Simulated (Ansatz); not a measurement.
**C2H5GaSi: basis-set convergence**

How large a basis does C2H5GaSi need? Two functionals are run in growing sets.

The runs use Ansatz 0.2.0, Gaussian basis; one geometry, several basis sets.

Levels to be run: PBE0-D4/def2-SVP; ωB97M-V/def2-SVP; PBE0-D4/def2-QZVPP; ωB97M-V/def2-QZVPP; the functionals' def2-TZVPP values are taken from earlier runs.

### 1 The relaxed structure

The geometry comes from an earlier relaxation with PBE0-D4 in a triple-zeta def2 set; it is a stationary point, not always the lowest conformer.

SMILES `C#C[SiH2][GaH2]`, 9 atoms, charge 0, spin multiplicity 1.

Atoms are counted from 1 here; the program's logs count them from 0.

Bond lengths: C1–C2 1.207 Å, C1–H5 1.066 Å, C2–Si3 1.825 Å, Si3–Ga4 2.417 Å, Si3–H6 1.489 Å, Si3–H7 1.490 Å, Ga4–H8 1.570 Å, Ga4–H9 1.574 Å. Angles: C2–C1–H5 179.6°, C1–C2–Si3 177.3°, C2–Si3–Ga4 111.6°, C2–Si3–H6 108.3°, C2–Si3–H7 108.3°, Ga4–Si3–H6 110.7°, Ga4–Si3–H7 110.4°, H6–Si3–H7 107.4°, Si3–Ga4–H8 121.6°, Si3–Ga4–H9 119.3°, H8–Ga4–H9 119.1°.

As a file:

```mol
C2H5GaSi
  3D, bonds by distance, orders not assigned

  9  8  0  0  0  0  0  0  0  0999 V2000
    2.0503   -0.9007   -1.3275 C   0  0
    1.3259   -0.1696   -0.6973 C   0  0
    0.1718    0.8732    0.2576 Si  0  0
   -1.8749   -0.3051    0.7724 Ga  0  0
    2.6958   -1.5407   -1.8842 H   0  0
   -0.1138    2.1013   -0.5352 H   0  0
    0.8549    1.2999    1.5108 H   0  0
   -2.0923   -1.8017    0.3503 H   0  0
   -3.0178    0.4435    1.5533 H   0  0
  1  2  8  0
  2  3  8  0
  3  4  8  0
  1  5  8  0
  3  6  8  0
  3  7  8  0
  4  8  8  0
  4  9  8  0
M  END
```

### 2 PBE0-D4 in def2-SVP

in.yaml

```yaml
crystal:
  periodic: [false, false, false]
  atoms:
    - {symbol: C, position_ang: [2.050341, -0.900741, -1.327514]}
    - {symbol: C, position_ang: [1.325903, -0.169645, -0.697306]}
    - {symbol: Si, position_ang: [0.171830, 0.873214, 0.257593]}
    - {symbol: Ga, position_ang: [-1.874865, -0.305075, 0.772353]}
    - {symbol: H, position_ang: [2.695793, -1.540735, -1.884245]}
    - {symbol: H, position_ang: [-0.113762, 2.101287, -0.535170]}
    - {symbol: H, position_ang: [0.854863, 1.299892, 1.510774]}
    - {symbol: H, position_ang: [-2.092346, -1.801676, 0.350264]}
    - {symbol: H, position_ang: [-3.017768, 0.443479, 1.553260]}
basis:
  gaussian: {orbitals: def2-SVP}
hamiltonian: {xc: pbe0, dispersion: d4}
output: {orbitals: {seedname: orbitals}}
```

Started as:

```bash
> ansatz run in.yaml --threads 2 --pin off --events-out ev --progress --plain --max-ram 4352MiB
```

Standard output:

```text
Functional definition: PBE0
  name "PBE0"
  cite "Adamo & Barone, J. Chem. Phys. 110, 6158 (1999) doi:10.1063/1.478522"
  cite "Perdew, Burke & Ernzerhof, Phys. Rev. Lett. 77, 3865 (1996) doi:10.1103/PhysRevLett.77.3865"
  parent pbe
  parameter a = 0.25
  parameter kappa = 0.804
  parameter beta = 0.06672455060314922
  exchange = (1 - a)*pbe_x(kappa = kappa, mu = beta*pi^2/3) + a*exact_x
  correlation = pbe_c(beta = beta)
1039 factors; integrals over basis functions are off by at most 1.1e-3 eV
mean field evaluation 1: about -62380.9934 eV, gradient 3.9e1 eV
mean field evaluation 2: about -62380.2712 eV, gradient 4.4e1 eV
mean field evaluation 4: about -62384.9339 eV, gradient 1.5e0 eV
mean field evaluation 8: about -62384.9713 eV, gradient 8.4e-2 eV
mean field evaluation 16: about -62384.9713 eV, gradient 1.6e-5 eV
mean field -62384.97129951 eV, -2292.6054092047 hartree, gradient 1.6e-5 eV, S^2 0.000000; 0 other end points of the search recorded, 0 dependent functions left out
reference -62384.97133230 eV, -2292.6054104097 hartree; 31, 31 occupied and 72, 72 virtual orbitals, 1039 factors
Total energy: -62385.14015398 eV, -2292.6116144919 hartree
```

Wall time 2.1 s (2 threads of Arm Neoverse V1, shared host).

### 3 ωB97M-V in def2-SVP

Edit in.yaml of step 2 so:

```diff
@@ -14,3 +14,3 @@
   gaussian: {orbitals: def2-SVP}
-hamiltonian: {xc: pbe0, dispersion: d4}
+hamiltonian: {xc: {name: wB97M-V}}
 output: {orbitals: {seedname: orbitals}}
```

The command is unchanged.

Standard output, shortened:

```text
Functional definition: wB97M-V
  name "wB97M-V"
  cite "Mardirossian & Head-Gordon, J. Chem. Phys. 144, 214110 (2016) doi:10.1063/1.4952647"
  cite "Becke, J. Chem. Phys. 107, 8554 (1997) doi:10.1063/1.475007"
  cite "Vydrov & Van Voorhis, J. Chem. Phys. 133, 244103 (2010) doi:10.1063/1.3521275"
  # Of w^i u^j: cxij and so on, Table III.
[...]
  gx(w, u) = 1 - cx + cx01*u + cx10*w
  gss(w, u) = css00 + css04*u^4 + css10*w + css20*w^2 + css43*w^4*u^3
  gos(w, u) = cos00 + cos10*w + (cos20 + cos21*u)*w^2 + (cos60 + cos61*u)*w^6
[...]
      + integral(e_c_pw_mod_opposite_spin*gos(b97_w_opposite, b97_u_opposite)) + vv10(b, c)
1039 factors; integrals over basis functions are off by at most 1.1e-3 eV
313 factors; integrals over basis functions are off by at most 5.9e-6 eV
[...]
mean field -62393.32098805 eV, -2292.9122545990 hartree, gradient 1.6e-5 eV, S^2 0.000000; 0 other end points of the search recorded, 0 dependent functions left out
reference -62393.32104026 eV, -2292.9122565175 hartree; 31, 31 occupied and 72, 72 virtual orbitals, 1039 factors
Total energy: -62393.32104026 eV, -2292.9122565175 hartree
```

Wall time 8.5 s (2 threads of Arm Neoverse V1, shared host).

### 4 PBE0-D4 in def2-QZVPP

Edit in.yaml of step 3 so:

```diff
@@ -13,4 +13,4 @@
 basis:
-  gaussian: {orbitals: def2-SVP}
-hamiltonian: {xc: {name: wB97M-V}}
+  gaussian: {orbitals: "def2-QZVPP.json"}
+hamiltonian: {xc: pbe0, dispersion: d4}
 output: {orbitals: {seedname: orbitals}}
```

The command is unchanged.

Standard output:

```text
Functional definition: PBE0
  name "PBE0"
  cite "Adamo & Barone, J. Chem. Phys. 110, 6158 (1999) doi:10.1063/1.478522"
  cite "Perdew, Burke & Ernzerhof, Phys. Rev. Lett. 77, 3865 (1996) doi:10.1103/PhysRevLett.77.3865"
  parent pbe
  parameter a = 0.25
  parameter kappa = 0.804
  parameter beta = 0.06672455060314922
  exchange = (1 - a)*pbe_x(kappa = kappa, mu = beta*pi^2/3) + a*exact_x
  correlation = pbe_c(beta = beta)
1613 factors; their error is unknown
mean field evaluation 1: about -62392.4457 eV, gradient 5.2e1 eV
mean field evaluation 2: about -62388.1695 eV, gradient 6.6e1 eV
mean field evaluation 4: about -62398.2347 eV, gradient 4.3e0 eV
mean field evaluation 8: about -62398.2611 eV, gradient 1.4e-1 eV
mean field evaluation 16: about -62398.4187 eV, gradient 7.2e-5 eV
mean field -62398.41867436 eV, -2293.0995911155 hartree, gradient 7.2e-5 eV, S^2 0.000000; 0 other end points of the search recorded, 0 dependent functions left out
reference -62398.41872138 eV, -2293.0995928436 hartree; 31, 31 occupied and 392, 392 virtual orbitals, 1613 factors
Total energy: -62398.58754306 eV, -2293.1057969258 hartree
```

Run time: 15 s. Hardware: 2 threads of Arm Neoverse V1, shared host; peak memory 1.3 GiB.

### 5 ωB97M-V in def2-QZVPP

Edit in.yaml of step 4 so:

```diff
@@ -14,3 +14,3 @@
   gaussian: {orbitals: "def2-QZVPP.json"}
-hamiltonian: {xc: pbe0, dispersion: d4}
+hamiltonian: {xc: {name: wB97M-V}}
 output: {orbitals: {seedname: orbitals}}
```

Same command.

Standard output, shortened:

```text
Functional definition: wB97M-V
  name "wB97M-V"
  cite "Mardirossian & Head-Gordon, J. Chem. Phys. 144, 214110 (2016) doi:10.1063/1.4952647"
  cite "Becke, J. Chem. Phys. 107, 8554 (1997) doi:10.1063/1.475007"
  cite "Vydrov & Van Voorhis, J. Chem. Phys. 133, 244103 (2010) doi:10.1063/1.3521275"
  # Of w^i u^j: cxij and so on, Table III.
[...]
  gx(w, u) = 1 - cx + cx01*u + cx10*w
  gss(w, u) = css00 + css04*u^4 + css10*w + css20*w^2 + css43*w^4*u^3
  gos(w, u) = cos00 + cos10*w + (cos20 + cos21*u)*w^2 + (cos60 + cos61*u)*w^6
[...]
      + integral(e_c_pw_mod_opposite_spin*gos(b97_w_opposite, b97_u_opposite)) + vv10(b, c)
1588 factors; their error is unknown
355 factors; integrals over basis functions are off by at most 1.2e-5 eV
[...]
mean field -62406.82555237 eV, -2293.4085381840 hartree, gradient 8.4e-5 eV, S^2 0.000000; 0 other end points of the search recorded, 0 dependent functions left out
reference -62406.82562717 eV, -2293.4085409328 hartree; 31, 31 occupied and 392, 392 virtual orbitals, 1588 factors
Total energy: -62406.82562717 eV, -2293.4085409328 hartree
```

Wall time 35 s (2 threads of Arm Neoverse V1, shared host); peak memory 1.6 GiB.

### 6 Functionals by basis

The def2-TZVPP values come from earlier runs at the same geometry.

```
functional       basis  functions  energy (eV)  from the largest (eV)  HOMO (eV)  LUMO (eV)
   PBE0-D4    def2-SVP        103  -62385.1402                 13.447      -7.34      -2.16
   PBE0-D4  def2-TZVPP        222  -62397.0214                  1.566      -7.37      -2.19
   PBE0-D4  def2-QZVPP        423  -62398.5875                  0.000      -7.37      -2.20
   ωB97M-V    def2-SVP        103  -62393.3210                 13.505      -9.32      -0.40
   ωB97M-V  def2-TZVPP        222  -62405.3185                  1.507      -9.38      -0.45
   ωB97M-V  def2-QZVPP        423  -62406.8256                  0.000      -9.38      -0.54
```

### 7 Summary of results

```
                                       quantity           value
PBE0-D4: double and triple zeta above quadruple  13.45, 1.57 eV
ωB97M-V: double and triple zeta above quadruple  13.50, 1.51 eV
```

What this shows: For PBE0-D4 the step from double to triple zeta gains 11.88 eV and the next only 1.57 eV. These are total energies; as a rule much of such shifts cancels in differences, which this series doesn't test.

For PBE0-D4 the largest set took about 7 times as long as the smallest (15 s against 2.1 s).
